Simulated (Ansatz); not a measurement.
# AlGe (quartet): relaxing a cheap start

Aim: relax a generated start of AlGe (quartet) and see which bonds hold.

The runs use Ansatz 0.2.0, Gaussian basis; UKS PBE0/def2-TZVP.

## 1. The system as given

2 atoms, charge 0, spin multiplicity 4.

Atoms are counted from 1 here; the program's logs count them from 0.

Bond lengths: Ge1–Al2 2.241 Å.

The start is set by covalent radii. Sticks and bond lists go by distance. No spin-orbit coupling is included. 

## 2. Relaxation

Contents of in.yaml:

```yaml
crystal:
  periodic: [false, false, false]
  atoms:
    - {symbol: Ge, position_ang: [0.000000, 0.000000, 0.000000]}
    - {symbol: Al, position_ang: [0.000000, 0.000000, 2.241300]}
basis:
  gaussian: {orbitals: def2-TZVP}
magnetization: {spin_polarized: true, initial_magnetization: 3}
hamiltonian: {xc: pbe0}
relax: {f_tol: 0.004, max_steps: 80}
```

Run with:

```
$ ansatz run in.yaml --threads 1 --pin off --events-out ev --progress --plain --max-ram 1740MiB
```

**Question.** What will these runs give? Wanted: energy gained; shift from the start; total energy; dipole moment; ⟨S²⟩.

**Answer**, as computed:

| quantity | value |
| --- | --- |
| steps | 4 |
| energy gained | 0.236 eV |
| shift from the start (rms) | 0.113 Å |
| total energy | -63103.1363 eV |
| dipole moment | 1.13 D |
| ⟨S²⟩ | 3.754 |

The bonds of the start are those of the end. Ge1–Al2 went from 2.241 to 2.467 Å. No vibrations were run, so this is a stationary point, not a proven minimum, and this spin need not be the ground state's.
